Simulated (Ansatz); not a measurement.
# HfGe+ (quartet): from Hartree-Fock to the top rungs, def2-SVP

The task here is to estimate one member of a computed series from the others.

Computed with Ansatz 0.2.0, Gaussian basis. Level: def2-SVP, core rule «outside noble gas», up to 18 orbitals frozen.

The runs, in order: UHF; CCSD(T) on ROHF; CCSD(T) on UHF; CISD; CCSDT(Q) on ROHF; CCSDT(Q) on UHF.

25 further runs of the same task are left out: 11 for a known fault of the program, 3 that didn't finish, 11 set aside as unsound or not needed.

## What is computed

The geometry is a PBE0/def2-TZVP stationary point (not a proven minimum) of the parent state, kept for this charge and spin. No spin-orbit coupling is included. Elements past krypton take def2 core potentials. The filled d shell of Ge may be among the frozen orbitals whatever the setting's name suggests; the logs give the count.

2 atoms, charge 1, spin multiplicity 4.

Atoms are counted from 1 here; the program's logs count them from 0.

Bond lengths: Hf1–Ge2 2.460 Å.

As a file:

```
Hf    0.0000    0.0000    0.0000
Ge    0.0000    0.0000    2.4603
```

The first run:

in.yaml

```yaml
crystal:
  periodic: [false, false, false]
  atoms:
    - {symbol: Hf, position_ang: [0.000000, 0.000000, 0.000000]}
    - {symbol: Ge, position_ang: [0.000000, 0.000000, 2.460290]}
basis:
  gaussian: {orbitals: def2-SVP}
total_charge: 1
magnetization: {spin_polarized: true, initial_magnetization: 3}
hamiltonian: {xc: hf}
output: {orbitals: {seedname: orbitals}}
```

Command:

```console
$ ansatz run in.yaml --threads 1 --pin off --events-out ev --progress --plain --max-ram 2393MiB
```

Among the steps run: UHF; CCSD(T) on ROHF; CCSD(T) on UHF; CISD; CCSDT(Q) on ROHF; CCSDT(Q) on UHF.

One of the session's tables, all rows but one given; the rest of the session is left out.

| method | from RCCSDT(Q) (meV) |
| --- | --- |
| ROHF | +4049.2 |
| RMP2 | +830.5 |
| UMP2 | +1096.9 |
| RCCSD | +328.0 |
| UCCSD | ? |
| RCCSD(T) | +80.5 |
| UCCSD(T) | +57.4 |
| RCCSDT | +26.4 |
| UCCSDT | -2.9 |
| RCCSDT(Q) | 0 |
| UCCSDT(Q) | -28.1 |

**Question.** Estimate the row for UCCSD.

The run gave: from RCCSDT(Q) (meV): +283.7. In the column «from RCCSDT(Q) (meV)» it lies between RCCSD(T) (+80.5) and RCCSD (+328.0).

Not comparable, so not listed: CISD (they don't share determinant, frozen orbitals or solution with the rows shown, or repeat one).

Left out of the table: UHF (another determinant or state than the rows shown).

Caveats from the session: The determinant is far from a pure spin state, so its energy mixes those of several spin states (harmless only where they are near-degenerate, as at dissociation). Warnings: spin contamination; coupled cluster took another determinant than the lowest. Restricted and unrestricted rows rest on different reference determinants; where their highest levels disagree by more than a few hundredths of an eV, they describe different states and don't form one ladder.
